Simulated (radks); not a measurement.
# V³⁺ in [Ar] 3d1.75 4f0.25: an all-electron calculation

What are the levels of the vanadium ion V3+, how large are its shells, and how does its energy divide?

Method: scalar-relativistic Kohn-Sham, PBEsol, spin-polarised, spherical densities, finite nucleus; open shells are filled with parallel spins first. Code: radks (a radial shooting solver on a logarithmic mesh, Libxc functionals) version 1.

## 1. Starting point

* element: vanadium (Z = 23)
* charge: +3
* electrons: 20
* configuration: [Ar] 3d1.75 4f0.25
* nuclear rms radius: 3.6002 fm

## 2. The run

Settings of this run:

```text
Z 23
configuration [Ar] 3d1.75 4f0.25
relativity scalar-relativistic
functional pbe_sol,pbe_sol
spin polarised
nucleus finite rms 3.6002 fm
c 137.035999084
```

The run is started by

```bash
> python run_ks.py task.json out
```

All runs below come from this command, one after another.

Q: Predict the outcome of this run.

As calculated:

```
                        quantity                   value
                    total energy      -945.88435 hartree
exchange-correlation share of it                  4.56 %
                            −T/E                  1.0092
          highest occupied level       4f up, -10.143 eV
    most extended occupied level  4f up, <r> = 4.86 bohr
 radius at density 0.001 e/bohr³               2.84 bohr
    maxima of the radial density                       4
```

What this shows: 4 principal shells are occupied and 4 maxima appear in the radial density. −T/E is 1.009: with relativity the kinetic term as defined here no longer equals −E. This is not the tabulated ground configuration, so its levels and sizes aren't those of the ground state, and no measured value stands beside it.
